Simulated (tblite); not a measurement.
# C6H14GaNO: the cost of one run

The runs use tblite 0.8.0 and PySCF 2.14.0, with density-fitted response routines of our own; the level of theory stands in each step. All values are computed, except where a source is named. Atoms are numbered from 0 throughout.

## 1. Starting geometry

23 atoms, charge 0, multiplicity 1; geometry from: force field or distance geometry start.

Bonds of the start (Å): C0–C1 1.31, C1–C2 1.51, C2–C3 1.52, C3–O4 1.41, C3–C5 1.48, C5–C6 1.32, C5–Ga7 1.98, Ga7–N8 1.90, C0–H9 1.10, C0–H10 1.09, C1–H11 1.08, C2–H12 1.11, C2–H13 1.11, C3–H14 1.11, O4–H15 0.98, C6–H16 1.08, C6–H17 1.09, Ga7–H18 1.60, Ga7–H19 1.59, N8–H20 1.03, N8–H21 1.03, N8–H22 1.06.

## 2. Geometry optimisation with GFN2-xTB

Job settings and geometry (Å):

```
{"job": {"kind": "relax", "xc": "GFN2-xTB", "basis": "xTB"}, "charge": 0, "multiplicity": 1}
C     -3.666400     0.778600    -0.281300
C     -2.823900    -0.213100    -0.456100
C     -1.597600    -0.256200     0.421000
C     -0.333700    -0.192600    -0.412600
O     -0.360900    -1.335100    -1.240600
C      0.795100    -0.401200     0.514500
C      0.696800    -0.586600     1.818500
Ga     2.625500    -0.381800    -0.248600
N      3.040100     1.437000    -0.619600
H     -3.505500     1.557800     0.471100
H     -4.559200     0.801700    -0.912900
H     -2.950100    -1.014700    -1.170700
H     -1.621300    -1.203200     0.990400
H     -1.651100     0.648300     1.070100
H     -0.242300     0.737700    -1.003800
H     -0.874300    -2.012400    -0.750900
H     -0.236800    -0.615800     2.369300
H      1.612600    -0.732100     2.397800
H      3.652500    -0.932800     0.847600
H      2.682500    -1.323000    -1.533600
H      2.746200     1.648100    -1.589100
H      4.048400     1.605200    -0.492600
H      2.518500     2.013300     0.095200
```

Command:

```console
> OMP_NUM_THREADS=1 python probes_run.py task.json out
```

The driver reads the jobs from task.json and runs them one after another.

**Question.** How long does this first job take on 1 thread of Intel Xeon at 2.50GHz, shared host?

About 6.3 s.
